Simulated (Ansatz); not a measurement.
The system is BiTe.

```xyz
2
Lattice="0.0000 3.2350 3.2350 3.2350 0.0000 3.2350 3.2350 3.2350 0.0000" Properties=species:S:1:pos:R:3 pbc="T T T"
Bi    0.0486    0.0219   -0.0837
Te    3.2170    3.2295    3.1974
```

The cell isn't the ideal one: atoms moved at random, drawn with an rms of 0.05 Å.

A run of Ansatz 0.2.0 on this cell left the log below. Logs are shortened: lines on timing, memory, paths and dates and some standing lists are left out, and cuts for length are marked.

```text
Warning: RAYON_NUM_THREADS=1 ignored (pool sized by the plan → 1); use --threads N
Bi: projections on atomic orbitals take those of the free atom 1s2 2s2 2p6 3s2 3p6 3d10 4s2 4p6 4d10 4f14 5s2 5p6 5d10 6s2 6p3, of charge +0.00 (hamiltonian.pseudopotentials.projection_atoms)
Te: projections on atomic orbitals take those of the free atom 1s2 2s2 2p6 3s2 3p6 3d10 4s2 4p6 4d10 5s2 5p4, of charge +0.00 (hamiltonian.pseudopotentials.projection_atoms)
LAPW: plane waves up to 7.007 Å⁻¹, error target 1.0e-3 eV per atom; small_component_spin mean_spin; Te in spheres of 1.554 Å, 24 of its electrons in bands, Dirac shells []; Bi in spheres of 1.615 Å, 37 of its electrons in bands, Dirac shells [] (how accurate: hamiltonian.pseudopotentials.lapw.basis_error, Limitations)
Engine: ansatz 0.2.0, aarch64-unknown-linux-gnu
Pseudopotentials: kind: all_electron
Pseudopotential: Bi, LAPW, valence charge 37, lapw/all_electron/scalar/gaussian/Bi, Koelling and Harmon's equation, gaussian nucleus
Pseudopotential: Te, LAPW, valence charge 24, lapw/all_electron/scalar/gaussian/Te, Koelling and Harmon's equation, gaussian nucleus
Functional definition: PBEsol
  exchange = pbesol_x
  correlation = pbesol_c
Crystal: 2 atoms, lattice volume = 67.710 Å³
Basis set: ecut = 187.07344487415003 eV, 411 PW (Γ), exchange–correlation at level 2
Bands: 37, of which v1, the nominal top of the filled ones, is band 31 counted from 1 (30 counted from 0)
Symmetry: 1 space group operations
Space group: P1 (ITA 1), of the structure as read, at distance tolerance 4.1e-5 Å
k-points: 172 of 343 (time reversal used)
Non-local potential: Bi, projectors of the file, none
Non-local potential: Te, projectors of the file, none
Initial density: superposition of atomic densities (chi_scale 0.1, normalization cell, long waves kept (reshape's long-wave potential 0.00 eV rms))
[... 17 lines left out ...]
Internal energy: -770357.507029 eV  (E = F + TS)
E sigma→0 (E₀):  -770357.517598 eV
Entropy (-TS):   -0.021138 eV (-10.569 meV/atom)
Fermi energy:    12.595404 eV
--- Per-component energies (eV) ---
  E_band       = -3816.689490
  E_kinetic    = 872944.016145
  E_xc         = -15360.773786
  E_electrostatic = -1627940.749387  (all electrons and nuclei)
  E_smearing   = -0.021138  (= −TS)
  E_closure    = 0.000000  (closes the sum)
  E_atoms      = -770349.614598  (free atoms, spherical and without spin; not in F)
  Σ components = -770357.528167   (vs F -770357.528167, Δ=0.00e0)
  Basis errors (estimates in eV, not in F): energy 3.3e-4 per atom: plane waves 3.2e-4 (1.8e-4 summed), levels above the bands 6.2e-58, relativity 8.6e-9, radial functions 9.9e-6, core shells 6.4e-9; eigenvalues (radial functions only) 1.4e-6; not estimated: angular momenta, meshes, grids; target (lapw.basis_error) 1.0e-3; muffin-tin radii Te 1.554 Å, Bi 1.615 Å
--- Forces (eV/Å), atoms counted from 1 ---
  atom   1  Bi    -0.17638679    -0.07125527     0.12063842
  atom   2  Te     0.17638735     0.07125570    -0.12063918
  max |Σ_I F_I| component: 7.60e-7 eV/Å
--- Stress (GPa, compression-positive) ---
       -1.369425      -0.053837       0.091025
       -0.053837      -1.432862       0.036993
        0.091025       0.036993      -1.410251
  P = ⅓ Tr σ = -1.4042 GPa (-14.042 kbar)
--- Band table (eV; the first three rows and the last of 172) ---
  k-point 0: bands = ["-147.0835", "-140.9370", "-136.0932", "-136.0922", "-136.0917", "-136.0916", "-136.0909", "-136.0905", "-136.0904", "-97.1868", "-97.1858", "-97.1851", "-79.1406", "-79.1392", "-79.1383", "-24.6232", "-24.6222", "-24.6208", "-24.6207", "-24.6196", "-10.5206", "-10.5183", "-10.5148", "-10.5145", "-10.5127", "-0.9751", "4.4327", "10.0165", "10.0323", "10.0442", "14.6715", "14.6907", "14.7157", "17.2201", "17.2368", "17.2574", "18.5524"]
  k-point 1: bands = ["-147.0835", "-140.9370", "-136.0932", "-136.0922", "-136.0917", "-136.0916", "-136.0909", "-136.0905", "-136.0904", "-97.1868", "-97.1858", "-97.1851", "-79.1406", "-79.1392", "-79.1383", "-24.6232", "-24.6222", "-24.6207", "-24.6206", "-24.6195", "-10.5215", "-10.5194", "-10.5137", "-10.5133", "-10.5121", "-0.7938", "3.9948", "10.0754", "10.0918", "10.2094", "13.9032", "14.0471", "14.0664", "17.0489", "17.5856", "17.5931", "19.7029"]
  k-point 2: bands = ["-147.0835", "-140.9370", "-136.0932", "-136.0922", "-136.0917", "-136.0916", "-136.0909", "-136.0905", "-136.0904", "-97.1868", "-97.1858", "-97.1851", "-79.1406", "-79.1392", "-79.1383", "-24.6231", "-24.6222", "-24.6205", "-24.6203", "-24.6194", "-10.5238", "-10.5218", "-10.5124", "-10.5103", "-10.5098", "-0.2623", "2.9615", "10.2667", "10.2867", "10.5252", "12.7306", "12.9322", "12.9511", "17.5590", "18.6197", "18.6221", "21.6901"]
  k-point 171: bands = ["-147.0835", "-140.9370", "-136.0932", "-136.0922", "-136.0917", "-136.0916", "-136.0909", "-136.0905", "-136.0904", "-97.1868", "-97.1858", "-97.1851", "-79.1406", "-79.1392", "-79.1383", "-24.6230", "-24.6220", "-24.6204", "-24.6203", "-24.6192", "-10.5265", "-10.5225", "-10.5116", "-10.5085", "-10.5068", "0.9697", "1.4860", "8.9946", "10.1512", "10.2723", "12.5656", "12.6119", "14.0528", "18.8400", "19.3452", "20.0753", "21.8989"]
--- Löwdin populations: 2 sites ---
  site symbol       q [e]
     0     Bi     82.8885
     1     Te     52.0465
  spilling = 0.000481 (of n_electrons = 135.000000)
```

**Question.** What input gives this log?

**Answer.** Single point with PBEsol, no spin polarisation. The files as run (others can give the same):

input.yaml
```yaml
crystal:
  lattice:
    - [0.0, 3.235, 3.235]
    - [3.235, 0.0, 3.235]
    - [3.235, 3.235, 0.0]
  atoms:
    - { symbol: Bi, position: [-0.017056, -0.008804, 0.023815] }
    - { symbol: Te, position: [0.496114, 0.492255, 0.502187] }
kpoints:
  mp_grid: { grid: [7, 7, 7] }
scf:
  occupations: { method: fermi_dirac, width: 0.05 }
hamiltonian:
  xc: pbesol
  pseudopotentials: { kind: all_electron, lapw: { basis_error: 0.001 } }
output:
  forces: true
  stress: true
  eigenvalues: true
  populations: true
```

Potentials or basis: all-electron LAPW, scalar-relativistic.
The run is started by
```console
$ ansatz run input.yaml --threads 1 --pin off --max-ram 3072MiB --backend cpu --events-out ev --progress --plain --runs-dir out
```

Caveat: spin-orbit coupling is left out, which moves the levels of the heavy elements.
